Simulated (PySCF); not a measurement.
# C3H9GeP: the cost of one run

Computed with PySCF 2.14.0, with density-fitted response routines of our own, on a single molecule in the gas phase. Atoms are numbered from 0 throughout.

### 1 Starting geometry

14 atoms, charge 0, multiplicity 1; geometry from: GFN2-xTB. The atoms were then displaced at random by about 0.01 Å, so the start is not that level's minimum.

Bonds of the start (Å): C0–C1 1.29, C1–C2 1.48, C2–Ge3 2.05, Ge3–P4 2.29, C0–H5 1.12, C0–H6 1.07, C1–H7 1.09, C2–H8 1.09, C2–H9 1.11, Ge3–H10 1.51, Ge3–H11 1.51, P4–H12 1.40, P4–H13 1.38.

### 2 Geometry optimisation at PBE0-D3(BJ)/def2-SVP

The job: settings as JSON, then the geometry in Å.

```
{"job": {"xc": "PBE0", "basis": "def2-SVP", "d3": "d3bj", "grid": 1, "shake": 0.01, "kind": "geom"}, "charge": 0, "multiplicity": 1}
C     -2.135460    -0.589260    -0.521980
C     -1.150290    -0.784730     0.293980
C     -0.667990     0.193100     1.290350
Ge     1.136250     0.970100     0.717470
P      2.586540    -0.728600     0.218020
H     -2.722360     0.360400    -0.499150
H     -2.461140    -1.296680    -1.251110
H     -0.579060    -1.708580     0.242810
H     -1.367610     1.007150     1.462780
H     -0.490160    -0.303510     2.267940
H      1.636600     1.831440     1.850020
H      0.872190     1.937750    -0.416250
H      1.890110    -1.034740    -0.952320
H      3.445210     0.131070    -0.430280
```

On the command line:

```console
> OMP_NUM_THREADS=1 python probes_run.py task.json out
```

One launch serves the whole session: the jobs run in the order shown.

Q: Estimate the wall time and peak memory of this first job on 1 thread of Arm Neoverse V2, shared host.

About 93 s, with a peak of 0.53 GiB.
